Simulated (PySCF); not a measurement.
# [CoBr2]+: quintet, from a linear start

Where does quintet [CoBr2]+ go from a linear start, is the end point a minimum, and what are its modes, charges and moments?

Program: PySCF 2.14.0. Level of theory: PBE0, basis Co def2-TZVP, Br def2-TZVP, no relativity, density fitting. These are calculated values, not measurements.

**1. Where the work starts**

3 atoms, charge 1, spin multiplicity 5.

Bond lengths: Co1–Br2 2.205 Å, Co1–Br3 2.205 Å. Angles: Br2–Co1–Br3 180.0°.

```xyz
3
charge 1 multiplicity 5
Co    0.0000    0.0000    0.0000
Br    0.0000    0.0000    2.2050
Br    0.0000    0.0000   -2.2050
```

**2. First SCF at the start**

One driver script runs all steps and calls PySCF; scf.py shows how it sets up the SCF of each step. The optimiser is the driver's own. After this first run the driver tries any further starts and a stability analysis.

Input file scf.py:

```python
from pyscf import gto, scf, dft
mol = gto.M(atom='''
Co     0.000000     0.000000     0.000000
Br     0.000000     0.000000     2.205000
Br     0.000000     0.000000    -2.205000''',
    basis={'Co': 'def2-TZVP', 'Br': 'def2-TZVP'},
    charge=1, spin=4)
mf = dft.UKS(mol, xc='PBE0')
mf.grids.atom_grid = (50, 194)
aux = {'Co': 'def2-universal-JKFIT', 'Br': 'def2-universal-JKFIT'}
mf = mf.density_fit(auxbasis=aux)
mf.conv_tol = 1e-08
mf.diis_space = 10
mf.max_cycle = 60
mf.init_guess = 'minao'
mf.verbose = 4
mf.kernel()
```

Launch:

```bash
$ OMP_NUM_THREADS=4 python axn.py task.json out
```

The runs that follow: Relaxing the quintet from the linear start; Hessian and properties.

Q: Predict the outcome of this session. Wanted: minimum; geometry; wavenumbers; dipole moment; highest occupied, lowest empty level; polar-tensor charge of Co1; zero-point energy; ⟨S²⟩.

As calculated:

| quantity | value |
| --- | --- |
| minimum | quintet, D∞h |
| geometry | Co–Br 2.189 Å (×2); Br–Co–Br 180.0° |
| wavenumbers (cm⁻¹) | 52, 52, 237, 446 |
| dipole moment (centre of mass) | 0.00 D |
| highest occupied, lowest empty level (either spin) | -14.26, -11.44 eV |
| polar-tensor charge of Co1 | +1.10 e |
| zero-point energy | 4.7 kJ/mol |
| entropy at 298.15 K | 318.6 J/(mol K) |
| ⟨S²⟩ | 6.018 |

What this shows: The linear start keeps its D∞h symmetry and ends in a minimum. The strongest infrared band lies at 446 cm⁻¹. Most of the spin sits on Co1 (Mulliken spin 2.85, against 4 for the whole molecule). Other starts or spin states, not run here, may lie lower. The SCF density has lower symmetry than the nuclear frame. One determinant may miss the lowest occupation of an open d or f shell.
